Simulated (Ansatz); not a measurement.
# Nudged elastic band run: Sn₄S₈F

Input:

```yaml
crystal:
  lattice:
    - [-3.605, -6.244043, 0.0]
    - [5.4075, -3.122022, 0.0]
    - [0.0, 0.0, 5.46]
  atoms:
    - { symbol: Sn, position: [0.75715021, 0.49163262, 0.01139972] }
    - { symbol: S, position: [0.50116568, 0.65502435, 0.75446181] }
    - { symbol: S, position: [0.50011147, 0.32534705, 0.27156772] }
    - { symbol: Sn, position: [0.49543219, -0.00188558, -0.00498888] }
    - { symbol: S, position: [0.2629272, 0.16690819, 0.70353079] }
    - { symbol: S, position: [0.1909789, 0.82981541, 0.25212914] }
    - { symbol: Sn, position: [0.2440153, 0.49215124, 0.01133012] }
    - { symbol: S, position: [0.00135345, 0.62582174, 0.70377487] }
    - { symbol: S, position: [0.00055058, 0.29008248, 0.2454496] }
    - { symbol: Sn, position: [-0.001095, -0.00981914, -0.09165904] }
    - { symbol: S, position: [0.73298804, 0.16460738, 0.70674358] }
    - { symbol: S, position: [0.81841367, 0.8254944, 0.25513626] }
    - { symbol: F, position: [0.5069246, 0.81553926, 0.31499632] }
magnetization:
  spin_polarized: true
basis:
  ecutwfc: 420.0
kpoints:
  mp_grid: { grid: [2, 2, 3] }
hamiltonian:
  xc: pbe
  dispersion: d3bj
scf:
  occupations: { method: gaussian, width: 0.05 }
  lower_state_search: "off"
  max_iter: 94
neb:
  images: 1
  f_tol: 0.05
  max_iterations: 50
  order_check: false
  final_atoms:
    - { symbol: Sn, position: [0.75059274, 0.50132294, -0.02639066] }
    - { symbol: S, position: [0.49589672, 0.67015635, 0.73003128] }
    - { symbol: S, position: [0.51964586, 0.32725431, 0.25506503] }
    - { symbol: Sn, position: [0.50801962, -0.00080014, -0.00898775] }
    - { symbol: S, position: [0.2504519, 0.16953542, 0.73804317] }
    - { symbol: S, position: [0.25029473, 0.8542908, 0.26506681] }
    - { symbol: Sn, position: [0.2506139, 0.50033789, 0.0304254] }
    - { symbol: S, position: [0.00518495, 0.67000047, 0.73014746] }
    - { symbol: S, position: [-0.0184536, 0.32728503, 0.25540351] }
    - { symbol: Sn, position: [-0.00710859, -0.00056233, -0.00941664] }
    - { symbol: S, position: [0.75033097, 0.16155437, 0.70594806] }
    - { symbol: S, position: [0.75065133, 0.82625021, 0.26758541] }
    - { symbol: F, position: [0.2509226, 0.49108509, 0.47469271] }
```

Run as:

```bash
$ ansatz run input.yaml --threads 2 --pin off --max-ram 5120MiB --backend cpu --events-out ev --progress --plain --runs-dir out
```

Output, in part (warnings, iteration lines):

```
NEB end point (image 0): max|allowed force component| = 2.739e-2 eV/Å (the criterion of neb.relax_end_points is 1.000e-2)
NEB end point (image 2): max|allowed force component| = 2.938e-2 eV/Å (the criterion of neb.relax_end_points is 1.000e-2)
NEB iter   1: max|band force component| = 1.773e0 eV/Å  barrier→ = 1.3914 eV  barrier← = 0.8855 eV  Δτ_max = 0.1970 Å  (39 SCF iters)
NEB iter   2: max|band force component| = 7.301e-1 eV/Å  barrier→ = 0.7619 eV  barrier← = 0.2560 eV  Δτ_max = 0.1009 Å  (10 SCF iters)
NEB iter   3: max|band force component| = 4.391e-1 eV/Å  barrier→ = 0.5796 eV  barrier← = 0.0736 eV  CI = image 1  Δτ_max = 0.1803 Å  (10 SCF iters)
NEB iter   4: max|band force component| = 4.421e-1 eV/Å  barrier→ = 0.4869 eV  barrier← = -0.0191 eV  CI = image 1  Δτ_max = 0.0900 Å  (9 SCF iters)
NEB iter   5: max|band force component| = 3.189e-1 eV/Å  barrier→ = 0.4453 eV  barrier← = -0.0607 eV  CI = image 1  Δτ_max = 0.1384 Å  (9 SCF iters)
NEB iter   6: max|band force component| = 1.637e-1 eV/Å  barrier→ = 0.4297 eV  barrier← = -0.0763 eV  CI = image 1  Δτ_max = 0.1763 Å  (9 SCF iters)
NEB iter   7: max|band force component| = 2.695e-1 eV/Å  barrier→ = 0.4629 eV  barrier← = -0.0431 eV  CI = image 1  Δτ_max = 0.0891 Å  (9 SCF iters)
NEB iter   8: max|band force component| = 2.749e-1 eV/Å  barrier→ = 0.4798 eV  barrier← = -0.0261 eV  CI = image 1  Δτ_max = 0.1759 Å  (9 SCF iters)
NEB iter   9: max|band force component| = 2.554e-1 eV/Å  barrier→ = 0.5148 eV  barrier← = 0.0088 eV  CI = image 1  Δτ_max = 0.1959 Å  (10 SCF iters)
NEB iter  10: max|band force component| = 2.575e-1 eV/Å  barrier→ = 0.5246 eV  barrier← = 0.0187 eV  CI = image 1  Δτ_max = 0.0761 Å  (10 SCF iters)
NEB iter  11: max|band force component| = 1.657e-1 eV/Å  barrier→ = 0.5097 eV  barrier← = 0.0037 eV  CI = image 1  Δτ_max = 0.1218 Å  (9 SCF iters)
NEB iter  12: max|band force component| = 1.198e-1 eV/Å  barrier→ = 0.4969 eV  barrier← = -0.0090 eV  CI = image 1  Δτ_max = 0.0400 Å  (10 SCF iters)
NEB iter  13: max|band force component| = 6.815e-2 eV/Å  barrier→ = 0.4935 eV  barrier← = -0.0125 eV  CI = image 1  Δτ_max = 0.0093 Å  (8 SCF iters)
NEB iter  14: max|band force component| = 4.573e-2 eV/Å  barrier→ = 0.4924 eV  barrier← = -0.0135 eV  CI = image 1  Δτ_max = 0.0325 Å  (7 SCF iters)
NEB iter  15: max|band force component| = 2.695e-2 eV/Å  barrier→ = 0.4928 eV  barrier← = -0.0132 eV  CI = image 1  Δτ_max = 0.0000 Å  (8 SCF iters)
```

The forces met the threshold. The band force fell under the threshold earlier too, but the program's further tests of the path sent the band on. The highest image is an end point: on this band no image between the ends rises above it. So few images can step over the top or miss a turn of the path. Limits of this set-up: coarse k mesh, a small cell, in which the defect meets its images, a typed lattice constant that wasn't relaxed here.

Final band (atoms are numbered from 1 in the order of the input):

```json
{"image": "0", "path coordinate (Å)": "0.00", "energy (eV)": "0.00", "Sn4–F13 (Å)": "2.09"}
{"image": "1", "path coordinate (Å)": "2.26", "energy (eV)": "0.49", "Sn4–F13 (Å)": "3.86"}
{"image": "2", "path coordinate (Å)": "3.52", "energy (eV)": "0.51", "Sn4–F13 (Å)": "4.45"}
```

Time of the run: 42 s on 2 threads of AMD EPYC 9R45 96-Core Processor (Zen 5), on a shared host, peak memory 0.84 GiB.
